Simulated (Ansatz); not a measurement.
# C4H2Cl2Sn: a ladder of functionals and wavefunction methods

One table from this session's results is given with a row withheld; the runs are named, their logs left out.

Program: Ansatz 0.2.0, Gaussian basis. Level of theory: functionals in def2-TZVPP, the program's frozen cores in correlated methods. These are calculated values, not measurements.

Plan: LDA (SPW92), PBE-D4, revPBE-D4, BLYP-D4, r2SCAN-D4, B97M-V, PBE0-D4, B3LYP-D4, r2SCANh-D4, r2SCAN0-D4, HSE06-D4, BHLYP-D4, CAM-B3LYP-D4, LC-ωPBE, ωB97X-V, ωB97M-V, B2PLYP, PBE-QIDH; CCSD(T)/def2-SVP; CCSD(T)/def2-TZVPP; MP2/def2-QZVPP; extrapolation to the limit; RPA on PBE.

1 further run of the same task is left out (for a known fault of the program). Runs told in other sessions of the task aren't counted.

### The geometry

All runs share one geometry, relaxed beforehand with PBE0-D4 in a triple-zeta def2 set. Sn takes the def2 core potential; no spin-orbit term is included.

9 atoms, charge 0, spin multiplicity 1.

Atoms are counted from 1 here; the program's logs count them from 0.

Bond lengths: C1–C2 1.204 Å, C1–H8 1.067 Å, C2–Sn3 2.052 Å, Sn3–Cl4 2.302 Å, Sn3–Cl5 2.302 Å, Sn3–C6 2.052 Å, C6–C7 1.204 Å, C7–H9 1.067 Å. Angles: C2–C1–H8 180.0°, C1–C2–Sn3 179.7°, C2–Sn3–Cl4 109.0°, C2–Sn3–Cl5 109.0°, C2–Sn3–C6 113.3°, Cl4–Sn3–Cl5 107.2°, Cl4–Sn3–C6 109.1°, Cl5–Sn3–C6 109.0°, Sn3–C6–C7 179.7°, C6–C7–H9 180.0°.

The first run:

The input, in.yaml:

```yaml
crystal:
  periodic: [false, false, false]
  atoms:
    - {symbol: C, position_ang: [0.781586, -2.672431, 0.736331]}
    - {symbol: C, position_ang: [0.546701, -1.646464, 0.151141]}
    - {symbol: Sn, position_ang: [0.149378, 0.097949, -0.854489]}
    - {symbol: Cl, position_ang: [-1.349431, -0.335166, -2.546551]}
    - {symbol: Cl, position_ang: [2.086595, 0.854605, -1.840268]}
    - {symbol: C, position_ang: [-0.609919, 1.575139, 0.351146]}
    - {symbol: C, position_ang: [-1.055666, 2.445220, 1.054349]}
    - {symbol: H, position_ang: [0.989741, -3.581337, 1.254320]}
    - {symbol: H, position_ang: [-1.450485, 3.216186, 1.676821]}
basis:
  gaussian: {orbitals: def2-TZVPP}
hamiltonian: {xc: lda}
output: {orbitals: {seedname: orbitals}}
```

Command:

```console
$ ansatz run in.yaml --threads 4 --pin off --events-out ev --progress --plain --max-ram 11315MiB
```

Steps of the session up to this table: LDA; PBE-D4 (GGA); revPBE-D4 (GGA); BLYP-D4 (GGA); r2SCAN-D4 (meta-GGA); B97M-V (meta-GGA); PBE0-D4 (hybrid); B3LYP-D4 (hybrid); r2SCANh-D4 (hybrid); r2SCAN0-D4 (hybrid); HSE06-D4 (hybrid); BHLYP-D4 (hybrid); CAM-B3LYP-D4 (range-separated); LC-ωPBE (range-separated); ωB97X-V (range-separated); ωB97M-V (range-separated); B2PLYP (double hybrid); PBE-QIDH (double hybrid).

One table of the session follows, with a row left open; its other results are not shown here.

It belongs to the step «Orbital energies across the functionals». 

```
  functional  HOMO (eV)  LUMO (eV)  gap (eV)
 LDA (SPW92)      -7.83      -2.85      4.98
      PBE-D4      -7.62      -2.54      5.08
   revPBE-D4      -7.55      -2.44      5.12
     BLYP-D4      -7.43      -2.46      4.97
   r2SCAN-D4      -7.89      -2.33      5.57
      B97M-V      -7.84      -2.19      5.65
     PBE0-D4      -8.88      -1.60      7.28
    B3LYP-D4      -8.60      -1.87      6.73
  r2SCANh-D4      -8.36      -1.98      6.37
  r2SCAN0-D4      -9.06      -1.47      7.58
    HSE06-D4          ?          ?         ?
    BHLYP-D4      -9.93      -0.57      9.36
CAM-B3LYP-D4     -10.24      -0.54      9.70
     LC-ωPBE     -11.75       0.67     12.42
     ωB97X-V     -11.30       0.57     11.86
     ωB97M-V     -11.16       0.44     11.60
```

Estimate the missing values for HSE06-D4.

**Answer.** HOMO (eV): -8.47; LUMO (eV): -1.97; gap (eV): 6.50. In the column «HOMO (eV)» it lies between B3LYP-D4 (-8.60) and r2SCANh-D4 (-8.36).
